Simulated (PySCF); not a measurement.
# RhOI: relaxation and vibrations of the quintet

Where does quintet RhOI go from a B3LYP minimum start, is the end point a minimum, and what are its modes, charges and moments?

The runs use PySCF 2.14.0; B3LYP, basis Rh def2-SVP with ECP28, O def2-SVP, I def2-SVP with ECP28, scalar-relativistic core potentials, no spin–orbit coupling, density fitting.

### Step 1. Starting geometry

3 atoms, charge 0, spin multiplicity 5.

Bond lengths: Rh1–O2 1.780 Å, Rh1–I3 2.607 Å. Angles: O2–Rh1–I3 158.5°.

Coordinates in bohr (charge 0 multiplicity 5):
```
Rh   -2.2076    0.0000   -0.8120
O    -5.5655    0.0000   -0.6041
I     2.4784    0.0000    0.7103
```

### Step 2. First SCF at the start

The steps below are one call of a driver around PySCF. For each, scf.py gives the equivalent set-up of the SCF; relaxations use the driver's own optimiser. After this first run the driver tries any further starts and a stability analysis.

scf.py

```python
from pyscf import gto, scf, dft
mol = gto.M(atom='''
Rh    -1.168210     0.000000    -0.429679
O     -2.945123     0.000000    -0.319662
I      1.311538     0.000000     0.375879''',
    basis={'Rh': 'def2-SVP', 'O': 'def2-SVP', 'I': 'def2-SVP'},
    ecp={'Rh': 'def2-SVP', 'I': 'def2-SVP'},
    charge=0, spin=4)
mf = dft.UKS(mol, xc='B3LYP')
mf.grids.atom_grid = (50, 194)
aux = {'Rh': 'def2-universal-JKFIT', 'O': 'def2-universal-JKFIT', 'I': 'def2-universal-JKFIT'}
mf = mf.density_fit(auxbasis=aux)
mf.conv_tol = 1e-08
mf.diis_space = 10
mf.max_cycle = 60
mf.init_guess = 'minao'
mf.verbose = 4
mf.kernel()
```

Run with:

```bash
> OMP_NUM_THREADS=2 python axn.py task.json out
```

After this run come: Relaxing the quintet from the B3LYP minimum start; Vibrations and properties at this point.

Before running it: what results should come out? Wanted: minimum; geometry; wavenumbers; dipole moment; highest occupied, lowest empty level; polar-tensor charge of Rh1; zero-point energy; atomisation energy; ⟨S²⟩.

The runs gave:

| quantity | value |
| --- | --- |
| minimum | quintet, Cs |
| geometry | Rh–I 2.607 Å, Rh–O 1.780 Å; I–Rh–O 158.5° |
| wavenumbers (cm⁻¹) | 59 (a'), 208 (a'), 759 (a') |
| dipole moment | 1.15 D |
| highest occupied, lowest empty level (either spin) | -7.25, -5.40 eV |
| polar-tensor charge of Rh1 | +0.69 e |
| zero-point energy | 6.1 kJ/mol |
| entropy at 298.15 K | 326.4 J/(mol K) |
| atomisation energy (no zero-point energy) | 577 kJ/mol |
| ⟨S²⟩ | 6.017 |

**Reading.** The molecule stays Cs, as typed, and the end point is a minimum. The strongest infrared band lies at 759 cm⁻¹ (a', stretch). Most of the spin sits on Rh1 (Mulliken spin 2.49, against 4 for the whole molecule). Other starts or spin states, not run here, may lie lower. One determinant may miss the lowest occupation of an open d or f shell. Spin–orbit coupling, left out here, can matter for elements this heavy.
